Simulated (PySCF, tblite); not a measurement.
# C5H11FO: a rotation path, then NMR shifts on frames, part 2 of 2

tblite 0.8.0 and PySCF 2.14.0. Atoms count from 0. The steps go on from the part before.

## Step 5: Nuclear shieldings: image 4, PBE0/pcSseg-1

What the job is given:

```
{"job": {"kind": "nmr", "xc": "PBE0", "basis": "pcSseg-1", "pop": false}, "charge": 0, "multiplicity": 1}
C      2.663900     0.683600    -0.654700
C      1.737900    -0.336300    -0.012800
O      0.422800    -0.093300    -0.452000
C     -0.529200    -0.941600     0.135500
C     -1.925300    -0.489900    -0.287300
C     -2.346300     0.853300     0.336300
F     -1.392300     1.358900     1.180800
H      2.591900     0.619700    -1.736600
H      3.690300     0.497000    -0.351700
H      2.374600     1.684100    -0.348100
H      1.787700    -0.255200     1.084600
H      2.042900    -1.360000    -0.287600
H     -0.367600    -1.980600    -0.200400
H     -0.434400    -0.921600     1.232500
H     -1.928500    -0.400300    -1.373900
H     -2.634200    -1.266000    -0.001100
H     -3.252100     0.740700     0.943300
H     -2.510900     1.613600    -0.431600
```

With the program's defaults for keys left out, this is: GIAO PBE0/pcSseg-1 NMR shielding, non-relativistic, gas phase.

Log:

```text
coarse grid: 14424 points
cycle   1  E = -371.5892270353  dE =  6.473e-01  |g| = 6.978e-01  |ddm| = 3.448e+00
cycle   2  E = -371.5051310842  dE =  8.410e-02  |g| = 1.001e+00  |ddm| = 1.382e+00
cycle   3  E = -371.6788361090  dE = -1.737e-01  |g| = 8.566e-02  |ddm| = 8.933e-01
cycle   4  E = -371.6799531151  dE = -1.117e-03  |g| = 3.982e-02  |ddm| = 7.500e-02
cycle   5  E = -371.6802691314  dE = -3.160e-04  |g| = 6.492e-03  |ddm| = 2.932e-02
cycle   6  E = -371.6802738718  dE = -4.740e-06  |g| = 3.320e-03  |ddm| = 5.640e-03
cycle   7  E = -371.6802758326  dE = -1.961e-06  |g| = 2.145e-04  |ddm| = 2.303e-03
final grid: 137944 points
cycle   8  E = -371.7406961430  dE = -4.236e-05  |g| = 1.233e-02  |ddm| = 2.694e-02
cycle   9  E = -371.7406742960  dE =  2.185e-05  |g| = 1.676e-02  |ddm| = 1.745e-02
cycle  10  E = -371.7407265653  dE = -5.227e-05  |g| = 1.575e-03  |ddm| = 1.021e-02
cycle  11  E = -371.7407270819  dE = -5.166e-07  |g| = 1.661e-04  |ddm| = 1.533e-03
cycle  12  E = -371.7407270868  dE = -4.865e-09  |g| = 7.471e-05  |ddm| = 1.842e-04
cycle  13  E = -371.7407270875  dE = -7.326e-10  |g| = 2.477e-05  |ddm| = 5.497e-05
converged SCF energy = -371.7407270875

GIAO shielding tensors (ppm)
atom      isotropic    diamagn.    paramagn.     s11        s22        s33       span
  0 C      168.922     246.735     -77.813    153.385    167.307    186.074     32.689
  1 C      116.218     244.744    -128.526     83.876     97.935    166.841     82.965
  2 O      278.022     401.054    -123.032    232.515    288.673    312.878     80.363
  3 C      117.099     245.282    -128.183     85.261     96.258    169.777     84.516
  4 C      154.886     251.020     -96.134    137.766    158.723    168.171     30.405
  5 C      105.660     234.826    -129.166     66.596     86.660    163.724     97.129
  6 F      436.833     478.871     -42.038    392.331    425.728    492.440    100.109
  7 H       30.349      29.520       0.829     26.522     28.620     35.906      9.384
  8 H       30.800      27.333       3.467     26.877     27.814     37.709     10.832
  9 H       30.246      30.210       0.035     26.195     29.067     35.475      9.281
 10 H       28.209      31.395      -3.186     24.375     27.895     32.355      7.980
 11 H       28.187      30.488      -2.301     24.118     27.502     32.940      8.822
 12 H       27.988      31.133      -3.146     23.462     27.301     33.199      9.737
 13 H       27.886      31.688      -3.802     24.696     27.602     31.361      6.665
 14 H       29.470      31.410      -1.941     26.319     27.869     34.221      7.902
 15 H       30.020      29.859       0.162     25.385     28.460     36.216     10.831
 16 H       26.871      26.724       0.147     21.776     26.940     31.897     10.121
 17 H       26.760      27.621      -0.861     22.281     26.736     31.263      8.982
```

Run time: 44 s. Hardware: 1 thread, shared host.

Key values: δ C5 81.3, C1 70.7, C3 69.8, C4 32.0, H17 4.96, H16 4.85 ppm.

## Step 6: NMR shieldings: image 6, PBE0/pcSseg-1

What the job is given:

```
{"job": {"kind": "nmr", "xc": "PBE0", "basis": "pcSseg-1", "pop": false}, "charge": 0, "multiplicity": 1}
C      2.674400     0.668300    -0.593400
C      1.743400    -0.373500     0.006100
O      0.438200    -0.124700    -0.454800
C     -0.544300    -0.944500     0.122100
C     -1.912800    -0.447900    -0.341800
C     -2.354700     0.846500     0.346100
F     -1.310600     1.697400     0.590400
H      2.614200     0.637700    -1.677300
H      3.698200     0.476300    -0.284900
H      2.376500     1.658100    -0.261000
H      1.772500    -0.316600     1.105900
H      2.059700    -1.389000    -0.285900
H     -0.402000    -1.989600    -0.204300
H     -0.471700    -0.920200     1.221900
H     -1.853100    -0.297300    -1.420500
H     -2.663700    -1.209300    -0.130700
H     -2.812000     0.637300     1.320700
H     -3.061000     1.397500    -0.283500
```

Method: GIAO PBE0/pcSseg-1 NMR shielding, non-relativistic, gas phase.

Log:

```text
coarse grid: 14424 points
cycle   1  E = -371.5882433524  dE =  6.542e-01  |g| = 7.058e-01  |ddm| = 3.444e+00
cycle   2  E = -371.4966141143  dE =  9.163e-02  |g| = 1.026e+00  |ddm| = 1.448e+00
cycle   3  E = -371.6804451766  dE = -1.838e-01  |g| = 8.762e-02  |ddm| = 9.437e-01
cycle   4  E = -371.6816196422  dE = -1.174e-03  |g| = 4.043e-02  |ddm| = 7.596e-02
cycle   5  E = -371.6819483955  dE = -3.288e-04  |g| = 6.484e-03  |ddm| = 2.972e-02
cycle   6  E = -371.6819532181  dE = -4.823e-06  |g| = 3.291e-03  |ddm| = 5.618e-03
cycle   7  E = -371.6819551303  dE = -1.912e-06  |g| = 2.250e-04  |ddm| = 2.260e-03
final grid: 137944 points
cycle   8  E = -371.7420271206  dE = -3.963e-05  |g| = 1.225e-02  |ddm| = 2.466e-02
cycle   9  E = -371.7420057710  dE =  2.135e-05  |g| = 1.662e-02  |ddm| = 1.732e-02
cycle  10  E = -371.7420572519  dE = -5.148e-05  |g| = 1.592e-03  |ddm| = 1.011e-02
cycle  11  E = -371.7420577823  dE = -5.304e-07  |g| = 1.536e-04  |ddm| = 1.545e-03
cycle  12  E = -371.7420577865  dE = -4.170e-09  |g| = 6.772e-05  |ddm| = 1.771e-04
cycle  13  E = -371.7420577871  dE = -6.132e-10  |g| = 2.561e-05  |ddm| = 5.491e-05
converged SCF energy = -371.7420577871

GIAO shielding tensors (ppm)
atom      isotropic    diamagn.    paramagn.     s11        s22        s33       span
  0 C      168.799     246.754     -77.955    153.066    167.356    185.975     32.909
  1 C      116.179     244.741    -128.561     84.217     97.651    166.671     82.454
  2 O      275.520     401.078    -125.558    227.184    292.367    307.008     79.823
  3 C      114.757     245.295    -130.538     84.726     97.528    162.016     77.290
  4 C      152.407     250.262     -97.855    139.158    153.443    164.620     25.462
  5 C      102.374     235.343    -132.969     64.749     87.322    155.051     90.302
  6 F      426.293     479.762     -53.470    386.642    423.419    468.817     82.175
  7 H       30.353      29.563       0.791     26.584     28.651     35.825      9.241
  8 H       30.829      27.384       3.445     26.890     27.837     37.759     10.869
  9 H       30.230      30.265      -0.036     26.143     29.149     35.398      9.255
 10 H       28.252      31.461      -3.210     24.473     27.857     32.425      7.953
 11 H       28.138      30.404      -2.266     24.061     27.357     32.998      8.937
 12 H       27.793      31.032      -3.239     23.364     27.183     32.831      9.467
 13 H       28.077      31.969      -3.892     24.955     27.475     31.801      6.845
 14 H       29.297      31.265      -1.968     25.767     28.226     33.898      8.131
 15 H       30.422      29.545       0.878     26.442     28.288     36.537     10.095
 16 H       26.974      27.472      -0.498     21.824     27.018     32.080     10.256
 17 H       26.686      26.552       0.134     22.160     26.565     31.334      9.173
```

Wall time 50 s (1 thread, shared host).

This run: δ C5 84.6, C3 72.2, C1 70.7, C4 34.5, H17 5.03, H16 4.74 ppm.

## Step 7: NMR shieldings: image 8, PBE0/pcSseg-1

What the job is given:

```
{"job": {"kind": "nmr", "xc": "PBE0", "basis": "pcSseg-1", "pop": false}, "charge": 0, "multiplicity": 1}
C      2.730000     0.619800    -0.545500
C      1.749200    -0.387100     0.032300
O      0.453100    -0.052800    -0.403100
C     -0.545600    -0.903200     0.093800
C     -1.909000    -0.404200    -0.380800
C     -2.394800     0.830800     0.367200
F     -1.660400     1.941400     0.046600
H      2.723600     0.563400    -1.630200
H      3.732800     0.415500    -0.180300
H      2.435000     1.623100    -0.252200
H      1.789800    -0.370700     1.133900
H      2.004400    -1.408600    -0.297200
H     -0.380600    -1.931500    -0.271800
H     -0.511400    -0.932200     1.196300
H     -1.833700    -0.165700    -1.442200
H     -2.647600    -1.194500    -0.242700
H     -2.311100     0.701400     1.452200
H     -3.432400     1.061500     0.098800
```

With the program's defaults for keys left out, this is: GIAO PBE0/pcSseg-1 NMR shielding, non-relativistic, gas phase.

Log:

```text
coarse grid: 14424 points
cycle   1  E = -371.5902346208  dE =  6.559e-01  |g| = 7.069e-01  |ddm| = 3.443e+00
cycle   2  E = -371.4980508331  dE =  9.218e-02  |g| = 1.029e+00  |ddm| = 1.447e+00
cycle   3  E = -371.6827172552  dE = -1.847e-01  |g| = 8.886e-02  |ddm| = 9.421e-01
cycle   4  E = -371.6839314420  dE = -1.214e-03  |g| = 4.062e-02  |ddm| = 7.737e-02
cycle   5  E = -371.6842604994  dE = -3.291e-04  |g| = 6.585e-03  |ddm| = 2.994e-02
cycle   6  E = -371.6842654912  dE = -4.992e-06  |g| = 3.304e-03  |ddm| = 5.516e-03
cycle   7  E = -371.6842674411  dE = -1.950e-06  |g| = 2.301e-04  |ddm| = 2.228e-03
final grid: 137944 points
cycle   8  E = -371.7445783022  dE = -4.194e-05  |g| = 1.263e-02  |ddm| = 2.503e-02
cycle   9  E = -371.7445546866  dE =  2.362e-05  |g| = 1.731e-02  |ddm| = 1.767e-02
cycle  10  E = -371.7446098848  dE = -5.520e-05  |g| = 1.611e-03  |ddm| = 1.048e-02
cycle  11  E = -371.7446104363  dE = -5.515e-07  |g| = 1.558e-04  |ddm| = 1.579e-03
cycle  12  E = -371.7446104405  dE = -4.252e-09  |g| = 7.394e-05  |ddm| = 1.825e-04
cycle  13  E = -371.7446104413  dE = -7.511e-10  |g| = 2.417e-05  |ddm| = 5.538e-05
converged SCF energy = -371.7446104413

GIAO shielding tensors (ppm)
atom      isotropic    diamagn.    paramagn.     s11        s22        s33       span
  0 C      168.881     246.713     -77.832    153.197    167.658    185.789     32.592
  1 C      115.330     245.059    -129.729     83.533     96.191    166.265     82.731
  2 O      275.817     401.131    -125.314    230.694    287.803    308.954     78.260
  3 C      109.691     245.663    -135.972     83.451     96.428    149.194     65.743
  4 C      150.182     248.978     -98.796    137.870    154.929    157.746     19.876
  5 C       98.056     237.264    -139.207     64.429     86.134    143.606     79.178
  6 F      409.629     477.439     -67.810    364.718    408.147    456.021     91.303
  7 H       30.273      29.427       0.846     26.537     28.464     35.817      9.280
  8 H       30.782      27.324       3.458     26.849     27.820     37.676     10.827
  9 H       30.213      30.177       0.036     26.186     29.095     35.358      9.172
 10 H       28.171      31.506      -3.335     24.229     27.704     32.580      8.351
 11 H       28.165      30.575      -2.409     24.300     27.454     32.742      8.442
 12 H       27.758      31.327      -3.569     23.599     27.496     32.179      8.581
 13 H       28.208      32.299      -4.091     24.938     27.518     32.169      7.231
 14 H       29.368      30.546      -1.178     26.323     28.277     33.503      7.180
 15 H       30.474      29.467       1.007     25.930     28.779     36.713     10.784
 16 H       27.014      28.441      -1.427     23.024     26.862     31.156      8.132
 17 H       26.700      26.366       0.334     21.874     26.973     31.254      9.379
```

Run time: 52 s. Hardware: 1 thread, shared host.

In short: δ C5 88.9, C3 77.2, C1 71.6, C4 36.7, H17 5.02, H16 4.70 ppm.

## Step 8: Side by side: NMR shifts

Shifts (ppm) of some atoms, chosen among heavy atoms and hydrogens apart, with basis size and wall time:

```
  frame    C5    C3    C4   H15   H14    O2      F6  functions  time
image 0  82.4  69.5  36.5  1.87  1.66  50.4  -256.5        174  73 s
image 2  81.5  68.9  34.0  1.83  1.80  50.1  -264.8        174  58 s
image 4  81.3  69.8  32.0  1.70  2.25  58.1  -265.9        174  44 s
image 6  84.6  72.2  34.5  1.29  2.42  60.6  -255.3        174  50 s
image 8  88.9  77.2  36.7  1.24  2.35  60.3  -238.7        174  52 s
```

## Step 9: What came out

What follows sums up all 2 parts.

```
                                         quantity                                                                 value
                                          barrier                                    0.221 eV (5.1 kcal/mol) at image 4
                            end to end (GFN2-xTB)                                                              0.118 eV
  13C shifts against TMS (PBE0/pcSseg-1, image 0)                                      82.4, 71.1, 69.5, 36.5, 18.0 ppm
   1H shifts against TMS (PBE0/pcSseg-1, image 0)  5.02, 4.73, 3.81, 3.64, 3.61, 3.58, 1.87, 1.66, 1.48, 1.42, 1.01 ppm
  17O shifts against H2O (PBE0/pcSseg-1, image 0)                                                              50.4 ppm
19F shifts against CFCl3 (PBE0/pcSseg-1, image 0)                                                            -256.5 ppm
            surface potential, 1st and 99th percentile                                                    -1.20 V and 0.72 V
                         range of the shift of F6                                                  -265.9 to -238.7 ppm
```

What this shows: Along the band the dihedral turns by 139°, and the top (dihedral -2°) lies 5.1 kcal/mol above the start (GFN2-xTB, rough), so at room temperature this motion is fast. The top was not checked by a frequency run. Shifts at one fixed geometry are not the observed spectrum, which averages over the motion. Across the 5 runs the shift of F6 moves most, between -265.9 (image 4) and -238.7 ppm (image 8).
